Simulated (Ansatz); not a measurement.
Task: a comparison of norm-conserving and PAW potentials of Al3Pd2, space group P-3m1, with the Ansatz DFT code, driven from Python. Give the script and its output. Level of theory (first run): LDA, PAW, the default cutoff (420 eV here), 6×6×5 k-points, Fermi-Dirac smearing of 0.1 eV.

```cif
data_structure
_symmetry_space_group_name_H-M 'P 1'
_symmetry_Int_Tables_number 1
_cell_length_a 4.2122
_cell_length_b 4.2122
_cell_length_c 5.1724
_cell_angle_alpha 90.000
_cell_angle_beta 90.000
_cell_angle_gamma 120.000
_cell_volume 79.47
loop_
_atom_site_label
_atom_site_type_symbol
_atom_site_fract_x
_atom_site_fract_y
_atom_site_fract_z
_atom_site_occupancy
Al1 Al 0.00000 0.00000 0.00000 1
Al2 Al 0.33333 0.66667 0.64493 1
Al3 Al 0.66667 0.33333 0.35507 1
Pd1 Pd 0.33333 0.66667 0.15687 1
Pd2 Pd 0.66667 0.33333 0.84313 1
```

The script, `nc_paw_al3pd2.py`:
```python
# -*- coding: utf-8 -*-
'''Norm-conserving against PAW potentials for Al3Pd2.'''

import ansatz
import numpy as np


def count_gap(report):
    # lowest empty less highest filled band, counting bands; zero where they overlap
    return max(report.get('gap_by_band_count_ev') or 0.0, 0.0)

structure = (
    ansatz.Lattice.of((4.212154, 0.0, 0.0), (-2.106077, 3.647832, 0.0), (0.0, 0.0, 5.172384))
    .atom('Al', (0.0, 0.0, 0.0))
    .atom('Al', (1 / 3, 2 / 3, 0.644929))
    .atom('Al', (2 / 3, 1 / 3, 0.355071))
    .atom('Pd', (1 / 3, 2 / 3, 0.156872))
    .atom('Pd', (2 / 3, 1 / 3, 0.843128))
)

calculation = (
    structure.calculation()
    .kpoints(6, 6, 5)  # the mesh must be finer for metals
    .functional(ansatz.Functional.LDA)
    .occupations('fermi_dirac', width=0.1)  # smearing steadies the SCF of a metal
    .stress()  # GPa
    .forces()
    .band_table()  # levels at the mesh points
)
variants = {
    'PAW': calculation.pseudopotentials('paw'),
    'norm-conserving': calculation.pseudopotentials('nc'),
}
# totals differ by the cores that each treatment holds, so compare what does not depend on them
rows = []
for label, variant in variants.items():
    report = variant.run(threads=1).report
    levels = np.array(report['eigenvalues_ev'][0]) - report['fermi_energy_ev']
    print(label, 'levels at the first k-point near E_F:', np.round(levels[np.abs(levels) < 5], 3))
    rows.append((label, report['n_electrons'], np.trace(report['stress_gpa']) / 3, float(np.abs(report['forces_ev_ang']).max()), count_gap(report)))
lines = [','.join(['treatment', 'electrons in bands', 'P GPa', 'max force component eV/A', 'gap by band count eV'])] + [','.join(f'{v:.4f}' if isinstance(v, float) else str(v) for v in row) for row in rows]
print('\n'.join(lines))
with open('nc_paw.csv', 'w') as handle:
    handle.write('\n'.join(lines) + '\n')
```

Output of `python nc_paw_al3pd2.py`:
```text
DeckWarning: basis.ecutwfc = 420 eV, auto-derived from the records' recommended cutoffs: set by Al (normal level)
PAW levels at the first k-point near E_F: [-4.865 -4.865 -3.822 -3.822 -2.968 -2.968 -2.154 -2.086  1.359  1.359
  3.161  3.527  3.527  4.088]
DeckWarning: basis.ecutwfc = 1115.666836 eV, auto-derived from the records' recommended cutoffs: set by Pd (normal level)
norm-conserving levels at the first k-point near E_F: [-4.867 -4.867 -3.824 -3.824 -2.966 -2.966 -2.155 -2.084  1.362  1.362
  3.165  3.53   3.53   4.085]
treatment,electrons in bands,P GPa,max force component eV/A,gap by band count eV
PAW,45.0000,-4.4831,0.0673,0.0000
norm-conserving,45.0000,-4.7376,0.0688,0.0000
```
(Warnings from the package without file and line.)

PAW gives -4.483 GPa and norm-conserving -4.738 GPa, 0.25 GPa apart. They took 3.0 and 14.3 s of processor time.

Caveats:
- Spin is left out of this run.
- The computed bands are complete only to about 3.9 eV above the Fermi level.
- The mesh is modest for a metal, so energies can be off by several to tens of meV an atom and pressures by half a GPa or more; differences at equal mesh fare better.
- A gap by band count of zero or less means overlapping bands, a metal, and at an odd count of electrons it is no gap at all.
- This cell is a computed structure, which may not be the phase found in nature.
- Gaps and levels are Kohn-Sham values on a finite set of k-points, without spin-orbit coupling.
- Stress is positive in compression.
- The whole script took 18 s on 1 thread of Arm Neoverse V1 (shared host), peak memory 0.54 GiB.
